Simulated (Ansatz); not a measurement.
# GeI₂Cl₂: up Jacob's ladder to CCSD(T)

The task here is to estimate one member of a computed series from the others.

Computed with Ansatz 0.2.0, Gaussian basis. Level: functionals in def2-TZVPP, the program's frozen cores in correlated methods.

Levels to be run: LDA (SPW92), PBE-D4, revPBE-D4, BLYP-D4, r2SCAN-D4, B97M-V, PBE0-D4, B3LYP-D4, r2SCANh-D4, r2SCAN0-D4, HSE06-D4, BHLYP-D4, CAM-B3LYP-D4, LC-ωPBE, ωB97X-V, ωB97M-V, B2PLYP, PBE-QIDH; CCSD(T)/def2-SVP; CCSD(T)/def2-TZVPP; MP2/def2-QZVPP; extrapolation to the limit; RPA on PBE.

### Structure used throughout

All runs share one geometry, relaxed beforehand with PBE0-D4 in a triple-zeta def2 set. I takes the def2 core potential; no spin-orbit term is included.

5 atoms, charge 0, spin multiplicity 1.

Atoms are counted from 1 here; the program's logs count them from 0.

Bond lengths: Cl1–Ge2 2.132 Å, Ge2–Cl3 2.132 Å, Ge2–I4 2.486 Å, Ge2–I5 2.486 Å. Angles: Cl1–Ge2–Cl3 107.4°, Cl1–Ge2–I4 109.4°, Cl1–Ge2–I5 109.4°, Cl3–Ge2–I4 109.4°, Cl3–Ge2–I5 109.4°, I4–Ge2–I5 111.8°.

The first run:

File in.yaml:

```yaml
crystal:
  periodic: [false, false, false]
  atoms:
    - {symbol: Cl, position_ang: [-0.630602, -0.379814, 2.025690]}
    - {symbol: Ge, position_ang: [0.030629, -0.048269, 0.025964]}
    - {symbol: Cl, position_ang: [1.691412, -1.340577, -0.317248]}
    - {symbol: I, position_ang: [-1.801184, -0.620869, -1.554696]}
    - {symbol: I, position_ang: [0.759643, 2.315929, -0.221011]}
basis:
  gaussian: {orbitals: def2-TZVPP}
hamiltonian: {xc: lda}
output: {orbitals: {seedname: orbitals}}
```

Launch:

```bash
ansatz run in.yaml --threads 4 --pin off --events-out ev --progress --plain --max-ram 11315MiB
```

Among the steps run: LDA; PBE-D4 (GGA); revPBE-D4 (GGA); BLYP-D4 (GGA); r2SCAN-D4 (meta-GGA); B97M-V (meta-GGA); PBE0-D4 (hybrid); B3LYP-D4 (hybrid); r2SCANh-D4 (hybrid); r2SCAN0-D4 (hybrid); HSE06-D4 (hybrid); BHLYP-D4 (hybrid); CAM-B3LYP-D4 (range-separated); LC-ωPBE (range-separated); ωB97X-V (range-separated); ωB97M-V (range-separated); B2PLYP (double hybrid); PBE-QIDH (double hybrid).

One table of the session follows, with a row left open; its other results are not shown here.

It belongs to the step «Frontier levels by functional». 

```
  functional  HOMO (eV)  LUMO (eV)  gap (eV)
 LDA (SPW92)      -7.08      -4.04      3.04
      PBE-D4      -6.91      -3.76      3.15
   revPBE-D4      -6.86      -3.66      3.20
     BLYP-D4      -6.72      -3.68      3.04
   r2SCAN-D4      -7.24      -3.64      3.60
      B97M-V      -7.22      -3.46      3.76
     PBE0-D4      -8.07      -2.97      5.10
    B3LYP-D4      -7.80      -3.23      4.58
  r2SCANh-D4      -7.65      -3.35      4.30
  r2SCAN0-D4      -8.28      -2.92      5.36
    HSE06-D4          ?          ?         ?
    BHLYP-D4      -9.03      -2.09      6.94
CAM-B3LYP-D4      -9.30      -2.03      7.27
     LC-ωPBE     -10.65      -0.91      9.75
     ωB97X-V     -10.31      -0.97      9.34
     ωB97M-V     -10.17      -1.10      9.06
```

Estimate the missing values for HSE06-D4.

The run gave: HOMO (eV): -7.68; LUMO (eV): -3.33; gap (eV): 4.35. In the column «HOMO (eV)» it lies between B3LYP-D4 (-7.80) and r2SCANh-D4 (-7.65).
